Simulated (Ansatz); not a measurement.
# ClGaHN: the cost of one run

Computed with Ansatz 0.2.0, Gaussian basis. Level: PBE0-D4/def2-TZVP structures, single points in def2-TZVPP, no counterpoise correction.

Levels: SPW92, PBE-D4, BLYP-D4, r2SCAN-D4, B97M-V, PBE0-D4, B3LYP-D4, r2SCAN0-D4, BHLYP-D4, CAM-B3LYP-D4, wB97X-V, wB97M-V, B2PLYP, PBE-QIDH, RPA on PBE, Hartree-Fock, MP2, CCSD, CCSD(T).

Cores are frozen in the correlated methods. Filled d shells of the heavier atoms are correlated. B3LYP uses VWN-RPA correlation. B2PLYP carries no dispersion term here.

56 further runs of the same task are left out: 56 set aside as unsound or not needed.

### Step 1. The starting structure

The complex: 9 atoms, charge 0, spin multiplicity 1.

Atoms are counted from 1 here; the program's logs count them from 0.

Bond lengths: Ga1–N3 1.716 Å, Ga1–Cl5 2.096 Å, C2–H4 1.092 Å, C2–H6 1.091 Å, C2–H7 1.091 Å, C2–H8 1.090 Å, N3–H9 1.022 Å. Angles: N3–Ga1–Cl5 169.2°, H4–C2–H6 110.5°, H4–C2–H7 110.5°, H4–C2–H8 108.5°, H6–C2–H7 109.6°, H6–C2–H8 108.8°, H7–C2–H8 108.8°, Ga1–N3–H9 111.1°.

As a file:

```xyz
9

Ga   -1.05525   -0.42923   -1.41584
C     0.83447    0.70149    1.06175
N    -0.72583   -1.95704   -0.70732
H     0.58618   -0.34723    0.88360
Cl   -1.23339    1.57963   -1.98840
H    -0.07071    1.28473    1.23535
H     1.37844    1.11523    0.21171
H     1.46695    0.76170    1.94729
H    -1.18086   -2.70930   -1.22794
```

Its parts: ClGaHN holds atoms 1, 3, 5, 9; CH₄ holds atoms 2, 4, 6, 7, 8. Each part counts its atoms afresh in its own runs.

### Step 2. Relaxing ClGaHN alone

relax-a/in.yaml reads:

```yaml
crystal:
  periodic: [false, false, false]
  atoms:
    - {symbol: Ga, position_ang: [-1.055250, -0.429227, -1.415842]}
    - {symbol: N, position_ang: [-0.725830, -1.957036, -0.707322]}
    - {symbol: Cl, position_ang: [-1.233393, 1.579631, -1.988400]}
    - {symbol: H, position_ang: [-1.180861, -2.709296, -1.227942]}
basis:
  gaussian: {orbitals: def2-TZVP}
hamiltonian: {xc: pbe0, dispersion: d4}
relax: {f_tol: 0.005, max_steps: 200}
```

The run is started by

```
ansatz run in.yaml --threads 4 --pin off --events-out ev --progress --plain --max-ram 9574MiB
```

**Question.** How long does this run take on 4 threads of AMD EPYC 7B13, shared host?

About 8 s.
